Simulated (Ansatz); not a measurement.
# KNaLu3: the cost of one run

Method: DFT PBE, scalar-relativistic, plane waves, PAW, in Ansatz 0.2.0.

2 further runs of the same task are left out: 1 that didn't finish, 1 set aside as unsound or not needed.

## (1) The starting structure

The structure is cubic, space group Pm-3m (No. 221). Conventional cell: a = 5.054 Å, b = 5.054 Å, c = 5.054 Å, α = 90.00°, β = 90.00°, γ = 90.00°. Around K (site symmetry m-3m) lie 12 Lu at 3.57 Å. Na (site symmetry m-3m) has 6 Lu at 2.53 Å as nearest neighbours. Lu (site symmetry 4/mmm) has 2 Na at 2.53 Å as nearest neighbours.

As a file:

```
K Na Lu
1.0
     5.05420    0.00000    0.00000
     0.00000    5.05420    0.00000
     0.00000    0.00000    5.05420
K Na Lu
1 1 3
Direct
  0.00000 0.00000 0.00000
  0.50000 0.50000 0.50000
  0.00000 0.50000 0.50000
  0.50000 0.00000 0.50000
  0.50000 0.50000 0.00000
```

A structure generator made this guess: species swapped into a database cell of Ca3PbO (Pm-3m, No. 221), with Lu on the Ca sites, K on the Pb sites and Na on the O sites. Lengths come from tabulated atomic sizes and are only a guess.

## (2) The guess as it stands, on a coarse mesh

Contents of input.yaml:

```yaml
crystal:
  lattice:
    - [5.05420054, 0.0, 0.0]
    - [0.0, 5.05420054, 0.0]
    - [0.0, 0.0, 5.05420054]
  atoms:
    - { symbol: K, position: [0.0, 0.0, 0.0] }
    - { symbol: Na, position: [0.5, 0.5, 0.5] }
    - { symbol: Lu, position: [0.0, 0.5, 0.5] }
    - { symbol: Lu, position: [0.5, 0.0, 0.5] }
    - { symbol: Lu, position: [0.5, 0.5, 0.0] }
basis:
  ecutwfc: 420
kpoints:
  mp_grid: { grid: [4, 4, 4] }
hamiltonian:
  xc: pbe
scf:
  occupations: { method: gaussian, width: 0.1 }
  lower_state_search: "off"
output:
  forces: true
  stress: true
  eigenvalues: true
```

The run is started by

```console
> ansatz run input.yaml --threads 1 --pin off --max-ram 2048MiB --backend cpu --events-out ev --progress --plain --runs-dir out
```

Q: Estimate wall time and peak memory on 1 thread of Arm Neoverse V1, shared host.

About 6.8 s, with a peak of 0.4 GiB.
